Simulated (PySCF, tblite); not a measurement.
# C₄H₁₂B₂O₄: geometry, infrared bands, NMR shifts and electronic excitations

What infrared bands, NMR shifts and electronic excitations should C₄H₁₂B₂O₄ (`COB(OC)B(OC)OC`) show?

Computed with tblite 0.8.0 and PySCF 2.14.0, with density-fitted response routines of our own, on a single molecule in the gas phase. Atoms are numbered from 0 throughout.

## (1) The molecule as given

22 atoms, charge 0, multiplicity 1; geometry from: GFN2-xTB.

Bonds of the start (Å): C0–O1 1.41, O1–B2 1.35, B2–O3 1.37, O3–C4 1.40, B2–B5 1.72, B5–O6 1.36, O6–C7 1.41, B5–O8 1.36, O8–C9 1.41, C0–H10 1.09, C0–H11 1.09, C0–H12 1.09, C4–H13 1.09, C4–H14 1.09, C4–H15 1.09, C7–H16 1.09, C7–H17 1.09, C7–H18 1.09, C9–H19 1.09, C9–H20 1.09, C9–H21 1.09.

## (2) Harmonic vibrations with GFN2-xTB

What the job is given:

```
{"job": {"kind": "ir", "xc": "GFN2-xTB", "basis": "xTB"}, "charge": 0, "multiplicity": 1}
C     -2.706176     2.102938    -1.046485
O     -1.406217     1.549987    -0.997573
B     -1.078476     0.551000    -0.142955
O     -2.075879     0.110320     0.681884
C     -1.913721    -0.899450     1.638641
B      0.536137    -0.042941    -0.177429
O      1.341375     0.354295     0.846663
C      2.711053     0.097575     1.078014
O      0.847566    -0.855712    -1.219537
C      2.079587    -1.448821    -1.572155
H     -3.395257     1.403950    -1.526252
H     -2.649238     3.022082    -1.630960
H     -3.074792     2.321068    -0.042386
H     -2.255642    -0.522523     2.606061
H     -2.525862    -1.761423     1.357751
H     -0.868835    -1.210118     1.720365
H      3.330385     0.427377     0.241371
H      2.893439    -0.963638     1.267627
H      2.992652     0.664077     1.968349
H      2.469615    -2.083258    -0.772736
H      2.823822    -0.691024    -1.828196
H      1.893234    -2.067589    -2.452581
```

**Question.** This job is followed by: PBE0-D3(BJ)/def2-SVP geometry optimisation, gas phase; GIAO PBE0/pcSseg-1 NMR shielding, non-relativistic, gas phase; TDDFT PBE0/def2-SVPD, vertical, gas phase, core orbitals frozen in the response; GIAO WP04/pcSseg-1 NMR shielding, non-relativistic, gas phase. Predict these results of the whole session: strongest single infrared mode (GFN2-xTB); zero-point energy (GFN2-xTB); point group; rotational constants (main isotopes); 13C shifts against TMS (PBE0/pcSseg-1, means over atoms taken as alike); 1H shifts against TMS (PBE0/pcSseg-1, means over atoms taken as alike); 17O shifts against H2O (PBE0/pcSseg-1, means over atoms taken as alike); 11B shifts against BF3·OEt2 (PBE0/pcSseg-1, means over atoms taken as alike); lowest singlet (PBE0/def2-SVPD); brightest single state of those computed; lowest triplet; vertical ionisation energy (ΔSCF); range of the shift of O1.

**Answer**, as computed:

```
                                                                    quantity                        value
                                   strongest single infrared mode (GFN2-xTB)        1213 cm⁻¹, 582 km/mol
                                                zero-point energy (GFN2-xTB)               108.0 kcal/mol
                                                                 point group                           C1
                                        rotational constants (main isotopes)         1.72, 0.80, 0.62 GHz
     13C shifts against TMS (PBE0/pcSseg-1, means over atoms taken as alike)                     52.6 ppm
      1H shifts against TMS (PBE0/pcSseg-1, means over atoms taken as alike)                     3.76 ppm
     17O shifts against H2O (PBE0/pcSseg-1, means over atoms taken as alike)                    116.9 ppm
11B shifts against BF3·OEt2 (PBE0/pcSseg-1, means over atoms taken as alike)                     26.0 ppm
                                             lowest singlet (PBE0/def2-SVPD)  6.43 eV (193 nm), f = 0.018
                                    brightest single state of those computed  state 2, 6.89 eV, f = 0.053
                                                              lowest triplet                      5.31 eV
                                           vertical ionisation energy (ΔSCF)                      9.54 eV
                                                    range of the shift of O1           105.6 to 116.9 ppm
```

What this shows: The lowest mode is imaginary (64i cm⁻¹), so the xTB geometry is not a minimum. The strongest single mode, at 1213 cm⁻¹, has its largest shares on B2, O1 and O3 (the list is cut at 3 atoms). Unscaled tight-binding wavenumbers are off by several per cent, some by more. Its intensities can rank the bands wrongly. Over 16 steps the energy fell by 0.065 eV; of the close pairs, O8–C9 changed most, 1.412 to 1.400 Å. No frequency check was run at this level, so the end point may be a saddle. At PBE0/pcSseg-1: The widest tensor belongs to O1, O3, O6, O8: span 262 ppm, with a paramagnetic part of -181 ppm. The first singlet state (HOMO→LUMO 0.91) lies at 6.43 eV and is weak; of the 10 states computed, the strongest absorption comes from state 2 at 6.89 eV. The lowest triplet lies 1.12 eV below the lowest singlet (triplets in Tamm-Dancoff, singlets in full TDDFT). The orbital energy would give 7.71 eV for ionisation, ΔSCF gives 9.54 eV. Across the 2 runs the shift of O1 (with its like atoms) moves most, between 105.6 (WP04/pcSseg-1) and 116.9 ppm (PBE0/pcSseg-1).
